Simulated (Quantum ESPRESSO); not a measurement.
Wanted: the native input for a Quantum ESPRESSO 7.5 run.

```
Task                       : work function
Functional                 : PBE
Potentials or basis        : Ansatz NC SR PBE
Cutoff                     : 1116 eV
Density cutoff             : 4463 eV
k mesh                     : 11 × 11 × 1
Occupations                : fermi-dirac, width 0.05 eV
Spin                       : no spin polarisation
Boundary across the vacuum : none
Mixing mode                : local-TF
Mixing beta                : 0.3
Most SCF iterations        : 150
SCF threshold              : 5e-09 Ry
```

Pd, a slab with vacuum:

```
CELL_PARAMETERS angstrom
2.75050 0.00000 0.00000
-1.37525 2.38201 0.00000
0.00000 0.00000 23.98311
ATOMIC_POSITIONS crystal
Pd 0.66667 0.33333 0.31272
Pd 0.33333 0.66667 0.40636
Pd 0.00000 0.00000 0.50000
Pd 0.66667 0.33333 0.59364
Pd 0.33333 0.66667 0.68728
```

The input as run:

pw.in

```
&CONTROL
  calculation = 'scf'
  prefix = 'pwscf'
  outdir = './tmp'
  pseudo_dir = './pseudo'
  tprnfor = .true.
  disk_io = 'low'
/
&SYSTEM
  ibrav = 0
  celldm(1) = 8
  nat = 5
  ntyp = 1
  ecutwfc = 82
  nbnd = 58
  occupations = 'smearing'
  smearing = 'fd'
  degauss = 0.00367493
/
&ELECTRONS
  conv_thr = 5d-09
  electron_maxstep = 150
  mixing_beta = 0.3
  mixing_mode = 'local-TF'
/
ATOMIC_SPECIES
Pd   106.4200 Pd.upf
CELL_PARAMETERS alat
  0.6497123980372   0.0000000000000   0.0000000000000
 -0.3248561990186   0.5626674418539  -0.0000000000000
  0.0000000000000   0.0000000000000   5.6651882900083
ATOMIC_POSITIONS crystal
Pd     0.6666666667    0.3333333333    0.3127200988
Pd     0.3333333333    0.6666666667    0.4063600494
Pd     0.0000000000    0.0000000000    0.5000000000
Pd     0.6666666667    0.3333333333    0.5936399506
Pd     0.3333333333    0.6666666667    0.6872799012
K_POINTS automatic
11 11 1 0 0 0
```

pp_density.in

```
&INPUTPP
  prefix = 'pwscf'
  outdir = './tmp'
  filplot = 'density.dat'
  plot_num = 0
/
&PLOT
  nfile = 1
  filepp(1) = 'density.dat'
  iflag = 3
  output_format = 6
  fileout = 'density.cube'
/
```

pp_potential.in

```
&INPUTPP
  prefix = 'pwscf'
  outdir = './tmp'
  filplot = 'potential.dat'
  plot_num = 11
/
&PLOT
  nfile = 1
  filepp(1) = 'potential.dat'
  iflag = 3
  output_format = 6
  fileout = 'potential.cube'
/
```

pp_elf.in

```
&INPUTPP
  prefix = 'pwscf'
  outdir = './tmp'
  filplot = 'elf.dat'
  plot_num = 8
/
&PLOT
  nfile = 1
  filepp(1) = 'elf.dat'
  iflag = 3
  output_format = 6
  fileout = 'elf.cube'
/
```

Potentials or basis: Ansatz NC SR PBE.

The run is started by

```sh
$ OMP_NUM_THREADS=1 pw.x -in pw.in > pw.out
$ OMP_NUM_THREADS=1 pp.x -in pp_density.in > pp_density.out
$ OMP_NUM_THREADS=1 pp.x -in pp_potential.in > pp_potential.out
$ OMP_NUM_THREADS=1 pp.x -in pp_elf.in > pp_elf.out
```

It gave:

```json
{
 "Largest force": "0.348 eV/Å",
 "Band gap on the k mesh": "none (metal or under the smearing width)",
 "Work function of the upper face": "5.19 eV",
 "Work function of the lower face": "5.19 eV"
}
```

Run time: 4.9 min on 1 thread of Arm Neoverse V2, on a shared host, peak memory 0.37 GiB.
